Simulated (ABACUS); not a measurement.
Wanted: the native input for an ABACUS 3.10.1 run.

```yaml
Task: single point
Functional: BLYP
Potentials_or_basis: SG15 ONCV 1.2 PBE
Cutoff: 1361 eV
Density_cutoff: 5442 eV
Basis: DZP LCAO (the cutoffs set its grid)
k_mesh: 10 × 10 × 1
Occupations: fermi-dirac, width 0.05 eV
Spin: no spin polarisation
Radial_cutoff_of_the_potentials_pseudo_rcut: 7 bohr
Orbital_files: Au Au_confined-atom_7au_3s2p2d1f.orb, Ag Ag_confined-atom_7au_3s2p2d1f.orb
SCF_threshold_on_the_density: 1e-06
Max_SCF_steps: 100
Eigensolver: genelpa
Mixing: broyden
Mixing_share: 0.3
Symmetry_key: 1
Bands: 58
Mixing_history: 12
Dipole_correction: yes
```

The system is Ag2Au3, a slab with vacuum.

```
Au Ag
1.0
     2.93517    0.00000    0.00000
    -1.46758    2.54193    0.00000
     0.00000    0.00000   24.39381
Au Ag
3 2
Cartesian
  1.4676 0.8473 7.5000
  1.4676 0.8473 12.1969
  1.4676 0.8473 16.8938
  0.0000 0.0000 9.8485
  0.0000 0.0000 14.5454
```

The input as run:

INPUT

```
INPUT_PARAMETERS
suffix              Ag2Au3
calculation         scf
basis_type          lcao
pseudo_dir          ./
orbital_dir         ./
symmetry            1
dft_functional      GGA_X_B88+GGA_C_LYP
ecutwfc             100
pseudo_rcut         7
nspin               1
nbands              58
ks_solver           genelpa
smearing_method     fd
smearing_sigma      0.00367493
scf_thr             1e-06
scf_nmax            100
mixing_type         broyden
mixing_beta         0.3
cal_force           1
out_mul             1
mixing_ndim         12
efield_flag         1
dip_cor_flag        1
efield_dir          2
efield_pos_max      0.97
efield_pos_dec      0.06
efield_amp          0
out_chg             1
out_pot             2
out_elf             1
```

STRU

```
ATOMIC_SPECIES
Au 196.9666 Au_ONCV_PBE-1.2.upf
Ag 107.8682 Ag_ONCV_PBE-1.2.upf

NUMERICAL_ORBITAL
Au_confined-atom_7au_3s2p2d1f.orb
Ag_confined-atom_7au_3s2p2d1f.orb

LATTICE_CONSTANT
1.8897261246

LATTICE_VECTORS
2.9351665953 0.0000000000 0.0000000000
-1.4675832976 2.5419288359 0.0000000000
0.0000000000 0.0000000000 24.3938101000

ATOMIC_POSITIONS
Direct

Au
0.0
3
0.6666666700 0.3333333400 0.3074550457 1 1 1
0.6666666700 0.3333333400 0.5000000000 1 1 1
0.6666666700 0.3333333400 0.6925449543 1 1 1

Ag
0.0
2
0.0000000000 0.0000000000 0.4037275229 1 1 1
0.0000000000 0.0000000000 0.5962724771 1 1 1
```

KPT

```
K_POINTS
0
Gamma
10 10 1 0 0 0
```

Potentials or basis: SG15 ONCV 1.2 PBE, DZP LCAO (the cutoffs set its grid).

The run is started by

```bash
$ OMP_NUM_THREADS=1 mpirun -np 4 abacus > log
```

It gave:

- Largest force: 0.697 eV/Å
- Band gap on the k mesh: none (metal or under the smearing width)
- Mulliken charges: Au -0.05, -0.06; Ag +0.08 e
- Work function of the upper face: 4.20 eV
- Work function of the lower face: 4.20 eV

Caveat: the atomic orbitals were generated for these runs and aren't a published set; Mulliken charges move with the basis; confined orbitals describe the vacuum poorly, which shifts work functions; the potentials were made for another functional, which shifts forces and pressure; the basis of atomic orbitals isn't converged, which shifts pressures, moduli and gaps.

Run time: 60 s on 4 MPI ranks on Intel(R) Xeon(R) Platinum 8259CL CPU @ 2.50GHz (Skylake/Cascade Lake) (shared host), peak memory 0.76 GiB a rank.
